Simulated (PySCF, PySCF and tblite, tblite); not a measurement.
# 1h-indazole (C₇H₆N₂): a path driven as a shift of bonds, and NMR exchange

One table from this session's results is given with a row withheld; the runs are named, their logs left out.

Programs: PySCF 2.14.0 with density-fitted response routines of our own, and tblite 0.8.0. All values are computed, except where a source is named. Atoms count from 0 throughout.

### The starting structure

15 atoms, charge 0, multiplicity 1; geometry from: force field or distance geometry start.

Bonds of the start (Å): C0–C1 1.38, C0–C8 1.40, C0–H9 1.10, C1–C2 1.39, C1–H10 1.10, C2–C3 1.42, C2–H11 1.07, C3–C7 1.38, C3–N4 1.35, C6–C7 1.42, C6–H13 1.08, C7–C8 1.40, C8–H14 1.10, N4–H12 1.01, N4–N5 1.35, N5–C6 1.33.

The first run:

Job settings and geometry (Å):

```
{"job": {"xc": "GFN2-xTB", "basis": "xTB", "kind": "relax"}, "charge": 0, "multiplicity": 1}
C     -0.535900     0.940600     1.364600
C      0.789900     0.599200     1.173200
C      1.358200     0.487500    -0.094200
C      0.500700     0.759700    -1.187100
N      0.716400     0.738900    -2.524100
N     -0.371000     1.052000    -3.268600
C     -1.308400     1.274600    -2.349100
C     -0.829300     1.106100    -1.021200
C     -1.370900     1.197700     0.269100
H     -0.953500     1.015600     2.376900
H      1.416600     0.397900     2.050600
H      2.386300     0.216700    -0.235500
H      1.576200     0.529500    -3.006600
H     -2.300000     1.545400    -2.672200
H     -2.419800     1.480300     0.419900
```

Command:

```console
$ OMP_NUM_THREADS=1 python ens_run.py task.json out
```

This one command runs the whole study; its stages follow in the order run.

Among the steps run: GFN2-xTB relaxation, start minimum; Relaxed scan, to the middle; Relaxed scan, from the middle, back; Relaxed scan, from the middle, on; Nudged elastic band, leg 1; Saddle search, leg 1; DFT refinement, start: B3LYP-D3(BJ)/def2-SVP; Shieldings, start: B3LYP/pcSseg-1 in tetrahydrofuran; Shieldings, saddle of leg 1: B3LYP/pcSseg-1 in tetrahydrofuran; Shieldings, end: B3LYP/pcSseg-1 in tetrahydrofuran; Kinetics and line shapes; Shieldings, start: PBE0/def2-SVPD; Single-point energy, saddle of leg 1: PBE0/def2-SVPD; Shieldings, end: PBE0/def2-SVPD; Second level: PBE0/def2-SVPD + D3(BJ).

One of the session's tables, all rows but one given; the rest of the session is left out.

Barriers by level (kcal/mol; entropies in cal/(mol K)). Zero-point and thermal terms come from xTB in every row. ΔG‡ leaves symmetry out; the rate counts equivalent paths (a factor of 2); effective ΔG‡, where given, is the barrier that would give that rate by Eyring's equation alone:

```
                                           level    ΔE‡  with zero-point    ΔH‡  ΔG‡ (298 K)  ΔE of reaction
                                        GFN2-xTB  49.14            45.08  45.05        45.08            4.78
                           B3LYP-D3(BJ)/def2-SVP      ?                ?      ?            ?               ?
B3LYP/pcSseg-1 + D3(BJ), IEF-PCM tetrahydrofuran  54.85            50.79  50.76        50.80            3.97
                         PBE0/def2-SVPD + D3(BJ)  55.00            50.94  50.91        50.94            5.17
```

Q: Estimate the row for B3LYP-D3(BJ)/def2-SVP from the others.

The run gave: ΔE‡: 55.24; with zero-point: 51.17; ΔH‡: 51.14; ΔG‡ (298 K): 51.18; ΔE of reaction: 5.30. In the column «ΔE‡» it is the highest.

Caveats from the session: The moving atom is hydrogen and the barrier is narrow, so tunnelling, which is left out, should speed the exchange.
